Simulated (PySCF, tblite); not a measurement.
**C₈H₁₇Al: geometry, infrared bands and NMR shifts**

Wanted: the infrared bands and NMR shifts of C₈H₁₇Al (`CC(C)(C)[C@H]1CC[CH2][AlH]1`), by calculation.

Computed with tblite 0.8.0 and PySCF 2.14.0, with density-fitted response routines of our own, on a single molecule in the gas phase. Atoms count from 0, in the outputs and in this text.

## Step 1: Starting geometry

26 atoms, charge 0, multiplicity 1; geometry from: force field or distance geometry start.

Bonds of the start (Å): C0–C1 1.49, C1–C2 1.54, C1–C3 1.52, C1–C4 1.50, C4–C5 1.54, C5–C6 1.52, C6–C7 1.54, C7–Al8 2.00, Al8–C4 2.01, C0–H9 1.10, C0–H10 1.11, C0–H11 1.13, C2–H12 1.09, C2–H13 1.10, C2–H14 1.11, C3–H15 1.12, C3–H16 1.10, C3–H17 1.12, C4–H18 1.10, C5–H19 1.08, C5–H20 1.11, C6–H21 1.10, C6–H22 1.13, C7–H23 1.08, C7–H24 1.11, Al8–H25 1.57.

## Step 2: Geometry optimisation with GFN2-xTB

Job settings and geometry (Å):

```
{"job": {"kind": "relax", "xc": "GFN2-xTB", "basis": "xTB"}, "charge": 0, "multiplicity": 1}
C     -2.132200    -1.076500    -0.029200
C     -1.231400     0.106700     0.070300
C     -1.810900     1.066100     1.119500
C     -1.247600     0.857600    -1.250500
C      0.156800    -0.186800     0.560100
C      0.938400    -1.157400    -0.341700
C      2.388400    -1.095600     0.117100
C      2.964300     0.265200    -0.304800
Al     1.384300     1.369700     0.216400
H     -1.550400    -1.953600    -0.331700
H     -2.668300    -1.231900     0.924600
H     -2.903600    -0.902500    -0.840200
H     -2.039000     2.048200     0.696100
H     -1.077000     1.229600     1.926300
H     -2.683000     0.569800     1.596200
H     -1.465100     1.938600    -1.073400
H     -2.064800     0.460500    -1.875900
H     -0.277100     0.738500    -1.790800
H      0.229800    -0.543300     1.595800
H      0.855000    -0.914800    -1.394600
H      0.607700    -2.200700    -0.153800
H      2.999400    -1.917100    -0.282900
H      2.419100    -1.150100     1.247800
H      3.801800     0.539400     0.314100
H      3.137100     0.301600    -1.396600
H      1.247200     2.861300     0.695100
```

Launch:

```bash
OMP_NUM_THREADS=1 python probes_run.py task.json out
```

One launch serves the whole session: the jobs run in the order shown.

After this run come: Infrared spectrum with GFN2-xTB; Shielding tensors: PBE0/pcSseg-1.

**Question.** After this job, these run on its result: GFN2-xTB harmonic vibrations, gas phase; GIAO PBE0/pcSseg-1 NMR shielding, non-relativistic, gas phase. Predict these results of the whole session: strongest infrared band; zero-point energy (GFN2-xTB); 13C shifts against TMS (PBE0/pcSseg-1); 1H shifts against TMS (PBE0/pcSseg-1); 27Al shifts against AlH4- (PBE0/pcSseg-1).

**Answer**, as computed:

| quantity | value |
| --- | --- |
| strongest infrared band | 1794 cm⁻¹, 613 km/mol |
| zero-point energy (GFN2-xTB) | 140.9 kcal/mol |
| 13C shifts against TMS (PBE0/pcSseg-1) | 52.1, 35.3, 35.3, 33.7, 33.1, 15.6 ppm |
| 1H shifts against TMS (PBE0/pcSseg-1) | 6.14, 2.58, 2.31, 1.16, 1.10, 1.02, 0.92, 0.90, 0.46 ppm |
| 27Al shifts against AlH4- (PBE0/pcSseg-1) | 244.9 ppm |

The optimisation took 139 steps and gained 1.127 eV; among the bonds of the start, C0–H11 changed most, from 1.133 to 1.089 Å. All 72 modes are real, so the xTB geometry is a minimum. The strongest single mode, at 1794 cm⁻¹, moves mainly H25. GFN2-xTB is a fitted tight-binding method: band positions and strengths are rough. Its intensities can rank the bands wrongly. At PBE0/pcSseg-1: The largest span, 126 ppm, is at Al8, where the paramagnetic term is -552 ppm.
